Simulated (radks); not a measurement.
# The first electron to leave Ce⁵⁺

Ce⁵⁺ stands in [Kr] 4d10 5s2 5p5. From which sub-shell is an electron easiest to take? Each removal is a run of its own. The parent's configuration is the lowest that an earlier search found at this level.

Method: scalar-relativistic Kohn-Sham, PBE, spin-polarised, spherical densities, finite nucleus; open shells are filled with parallel spins first. Code: radks (a radial shooting solver on a logarithmic mesh, Libxc functionals) version 1.

7 further runs of the same task are left out: 2 that didn't finish, 5 set aside as unsound or not needed.

### Step 1. The atom as given

```
element            : cerium (Z = 58)
charge             : +5
electrons          : 53
configuration      : [Kr] 4d10 5s2 5p5
nuclear rms radius : 4.8771 fm
```

The outer shells:

Ce⁵⁺
```
[Kr] core
4d [↑↓][↑↓][↑↓][↑↓][↑↓]
5s [↑↓]
5p [↑↓][↑↓][↑ ]
```

### Step 2. The parent, Ce⁵⁺

From an earlier run at this level the parent has E = -8854.875686 hartree and these outer levels (eV):

```csv
level,occupation,energy (eV)
4p up,3,-271.14
4p down,3,-271.00
4d up,5,-169.96
4d down,5,-169.77
5s up,1,-93.184
5s down,1,-92.210
5p up,3,-73.780
5p down,2,-72.781
```

### Step 3. Remove 5p: [Kr] 4d10 5s2 5p4

The run's settings:

```text
Z 58
configuration [Kr] 4d10 5s2 5p4
relativity scalar-relativistic
functional pbe,pbe
spin polarised
nucleus finite rms 4.8771 fm
c 137.035999084
```

### Step 4. Remove 5s: [Kr] 4d10 5s1 5p5

The run's settings:

```text
Z 58
configuration [Kr] 4d10 5s1 5p5
relativity scalar-relativistic
functional pbe,pbe
spin polarised
nucleus finite rms 4.8771 fm
c 137.035999084
```

### Step 5. Remove 4d: [Kr] 4d9 5s2 5p5

The run's settings:

```text
Z 58
configuration [Kr] 4d9 5s2 5p5
relativity scalar-relativistic
functional pbe,pbe
spin polarised
nucleus finite rms 4.8771 fm
c 137.035999084
```

### Step 6. Remove 4p: [Ar] 3d10 4s2 4p5 4d10 5s2 5p5

The run's settings:

```text
Z 58
configuration [Ar] 3d10 4s2 4p5 4d10 5s2 5p5
relativity scalar-relativistic
functional pbe,pbe
spin polarised
nucleus finite rms 4.8771 fm
c 137.035999084
```

**Question.** What will these runs give? Wanted: for each run, case; final configuration; Δ-SCF; −ε of the level emptied.

The runs gave:

| case | final configuration | Δ-SCF (eV) | −ε of the level emptied (eV) |
| --- | --- | --- | --- |
| remove 5p | [Kr] 4d10 5s2 5p4 | 79.227 | 72.781 |
| remove 5s | [Kr] 4d10 5s1 5p5 | 99.314 | 92.210 |
| remove 4d | [Kr] 4d9 5s2 5p5 | 181.89 | 169.77 |
| remove 4p | [Ar] 3d10 4s2 4p5 4d10 5s2 5p5 | 283.80 | 271.00 |

What this shows: The 5p electron leaves first, at 79.227 eV; the next cheapest, 5s, costs 99.314 eV. 5p is also the highest occupied level of the parent. NIST lists 78 eV (semi-empirical), between the same two configurations. Open shells are spherical and high-spin; term and fine-structure splittings are not resolved. Spin-orbit splitting is averaged out at the scalar-relativistic level.
